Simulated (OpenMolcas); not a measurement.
# Eu³⁺ among point charges: CASSCF levels and susceptibility

How does a field of 8 point charges split the states of Eu³⁺, and what χT follows?

Method: state-averaged CASSCF, spin-orbit coupling by RASSI with atomic mean-field integrals. Code: OpenMolcas 26.06.

## (1) What is computed

* Species: Eu³⁺ (europium, Z = 63, 60 electrons)
* Basis: ANO-RCC-VDZP [7s6p4d2f1g], 68 functions
* Scalar Hamiltonian: DKH2, point nucleus
* Inactive shells: 1s 2s 2p 3s 3p 3d 4s 4p 4d 5s 5p
* Active space: 6 electrons in 7 orbitals (4f)
* Some configurations of this space: 4f6
* Orbitals: optimised for the highest spin of each parity, averaged over all roots

Outer shells as boxes (Hund's rule):

4f6
```
4f [↑ ][↑ ][↑ ][↑ ][↑ ][↑ ][  ]
```

The ion sits among 8 point charges of -2 e arranged as a hexagonal bipyramid (D6h), 2.82 Å from the ion, with the axial distance 2.707 Å.

The work runs as a chain of OpenMolcas steps in one folder; each step below is one input file. Labels, J, g values, rates, χT and fits are worked out afterwards by a script from the matrices that RASSI stores. The input lists half of the charges; inversion (Group=XYZ) makes the rest.

## (2) Basis and integrals

a.inp

```
&GATEWAY
Coord
1

Eu 0.0 0.0 0.0
Basis=ANO-RCC-VDZP
Group=XYZ
NoMove
AngMom=0.0 0.0 0.0
AMFI
XField
4 Angstrom 0
2.820000 0.000000 0.000000 -2.000000
1.410000 2.442192 0.000000 -2.000000
1.410000 -2.442192 0.000000 -2.000000
0.000000 0.000000 2.707200 -2.000000
&SEWARD
```

Run with:

```bash
OMP_NUM_THREADS=1 MOLCAS_MEM=2252 MOLCAS_PROJECT=a pymolcas a.inp > a.log
```

## (3) Reference wave functions, septets of even parity, 7 roots

a.inp

```
&RASSCF
FileOrb=start.orb
Symmetry=1
Spin=7
nActEl=6 0 0
Inactive=15 12
Ras2=0 7
CIRoot=7 7 1
SDav=7
CIMx=300
Iter=120 100
PrWF=0.3
OrbListing=Nothing
MaxOrb=0
>>> COPY $Project.JobIph JOB001
```

start.orb holds the contracted functions of the basis, ordered by shell, or the orbitals of the step before.

## (4) Reference wave functions, quintets of even parity, 140 roots

a.inp

```
&RASSCF
FileOrb=start.orb
Symmetry=1
Spin=5
nActEl=6 0 0
Inactive=15 12
Ras2=0 7
CIRoot=140 140 1
SDav=140
CIMx=300
Iter=120 100
PrWF=0.3
OrbListing=Nothing
MaxOrb=0
CIOnly
>>> COPY $Project.JobIph JOB002
```

## (5) CASSCF: triplets of even parity, 162 roots

a.inp

```
&RASSCF
FileOrb=start.orb
Symmetry=1
Spin=3
nActEl=6 0 0
Inactive=15 12
Ras2=0 7
CIRoot=162 162 1
SDav=588
CIMx=300
Iter=120 100
PrWF=0.3
OrbListing=Nothing
MaxOrb=0
CIOnly
>>> COPY $Project.JobIph JOB003
```

## (6) RASSI: spin-orbit coupling between the states

a.inp

```
&RASSI
NrOfJobIphs=2 7 77
1 2 3 4 5 6 7
1 2 3 4 5 6 7 8 9 10 11 12 13 14 15 16 17 18 19 20 21 22 23 24 25 26 27
28 29 30 31 32 33 34 35 36 37 38 39 40 41 42 43 44 45 46 47 48 49 50 51
52 53 54 55 56 57 58 59 60 61 62 63 64 65 66 67 68 69 70 71 72 73 74 75
76 77
IphNames
JOB001
JOB002
EJob
SpinOrbit
DIPRint=1.0
SOCoupling=1000.0
Subsets=2
Property=9
'ANGMOM' 1 'ANGMOM' 2 'ANGMOM' 3 'MLTPL  1' 1 'MLTPL  1' 2 'MLTPL  1' 3
'AMFI' 1 'AMFI' 2 'AMFI' 3
SOProperty=3
'ANGMOM' 1 'ANGMOM' 2 'ANGMOM' 3
```

Q: Predict the outcome of this session. Wanted: spin-free ground state; first state of the same spin within the active space; lowest level; next level.

As calculated:

| quantity | value |
| --- | --- |
| method | CASSCF |
| spin-free ground state | septet, 1-fold in its orbital part |
| first state of the same spin within the active space | septet at 98.1 cm⁻¹ |
| lowest level | 1-fold |
| next level | 151.8 cm⁻¹ |
| χT at 300 K | 1.43 cm³ K/mol |
| effective moment at 300 K | 3.38 μB |

In words: The spin-free ground state (septet) comes to 100 % from free-ion F terms and keeps the highest spin of the shell. The quintets, triplets rest on orbitals optimised for another spin in at least one step, which raises them against the optimised states. Not all states of the active space went into the spin-orbit step. High states of lower spin are left out of the spin-orbit mixing, and CASSCF puts spin-flip levels too high. Point charges carry no covalency, so the field is a model and not that of real ligands.
